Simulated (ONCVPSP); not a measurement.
# Cl: generating and testing an ONCV potential

Task: generate the file, and judge it by its errors in other configurations, its logarithmic derivatives, its ghosts and its cutoff.

Program: ONCVPSP 4.0.1. Reference atom: LDA (Perdew-Zunger), scalar-relativistic, spherical and spin-unpolarised. All values are calculated.

## Step 1: Settings

The settings as typed:

- element: chlorine (Cl, Z = 17)
- type: optimised norm-conserving Vanderbilt (ONCV)
- frozen core: [Ne]
- valence charge: 7
- reference configuration: 3s2 3p5
- partial waves: 3s: rc 1.05 bohr, ncon 5, nbas 10, qcut 6.4 1/bohr, 2 projectors, debl 2.6 Ha; 3p: rc 1.55 bohr, ncon 4, nbas 8, qcut 5.8 1/bohr, 2 projectors, debl 3.1 Ha; d scattering state at 0.33 Ha: rc 1.35 bohr, ncon 5, nbas 10, qcut 8.4 1/bohr, 1 projector
- local potential: polynomial inside 1.05 bohr (lpopt 5, dvloc0 3 Ha)
- core correction: Teter function fitted to the true core (icmod 2), fcfact 0.7

## Step 2: Generation

File Cl.dat:

```
# ATOM AND REFERENCE CONFIGURATION
# atsym  z   nc   nv     iexc    psfile
  Cl 17.00    3    2        3      upf
#
#   n    l    f
    1    0    2.00
    2    0    2.00
    2    1    6.00
    3    0    2.00
    3    1    5.00
#
# PSEUDOPOTENTIAL AND OPTIMIZATION
# lmax
    2
#
#   l,   rc,      ep,       ncon, nbas, qcut
    0    1.05    0.00    5   10    6.40
    1    1.55    0.00    4    8    5.80
    2    1.35    0.33    5   10    8.40
#
# LOCAL POTENTIAL
# lloc, lpopt,  rc(5),   dvloc0
    4    5    1.05    3.00
#
# VANDERBILT-KLEINMAN-BYLANDER PROJECTORs
# l, nproj, debl
    0    2    2.60
    1    2    3.10
    2    1    2.90
#
# MODEL CORE CHARGE
# icmod, fcfact, rcfact
    2    0.70    1.15
#
# LOG DERIVATIVE ANALYSIS
# epsh1, epsh2, depsh
   -2.00    5.00    0.02
#
# OUTPUT GRID
# rlmax, drl
    6.00    0.01
#
# TEST CONFIGURATIONS
# ncnf
    4
# nvcnf
#   n    l    f
    2
    3    0    2.00
    3    1    4.00
#
    2
    3    0    2.00
    3    1    3.00
#
    2
    3    0    2.00
    3    1    2.00
#
    2
    3    0    1.00
    3    1    6.00
#
```

Run with:

```
$ oncvpsp.x < Cl.dat > Cl.out
```

Before running it: what results should come out? Wanted: cutoffs for 1 and 0.1 mHa per electron, occupied waves; bound ghosts; GHOST(+) flags; largest test error; largest phase difference near zero energy, channels read; rms error of d²Exc/dn², without and with the model core.

As calculated:

```
                                                quantity                 value
  cutoffs for 1 and 0.1 mHa per electron, occupied waves     226 Ha and 272 Ha
                                            bound ghosts       s at -215.94 eV
                                          GHOST(+) flags    none at low energy
                            largest test error (AE − PS)  +46 meV, for 3s2 3p2
largest phase difference near zero energy, channels read             0.001 rad
 rms error of d²Exc/dn², without and with the model core     3.22 and 0.62 mHa
```

What this shows: A bound ghost (s) makes it unfit for use: electrons can fall into a state that the atom doesn't have. The worst unpolarised test, 3s2 3p2, is off by 46 meV on 77.9 eV; by total energies transferability rates as fair. That test lies far up in energy; among those under 40 eV, nearer to bonding, the largest error is 10 meV. It counts as very hard, with 226 Ha needed at the looser tolerance. At the looser tolerance the 3s wave is the slowest; 3p needs 8 Ha. Near zero energy the phases of the channels with partial waves agree within 0.001 rad. These are tests on the free atom; a crystal test is still owed.
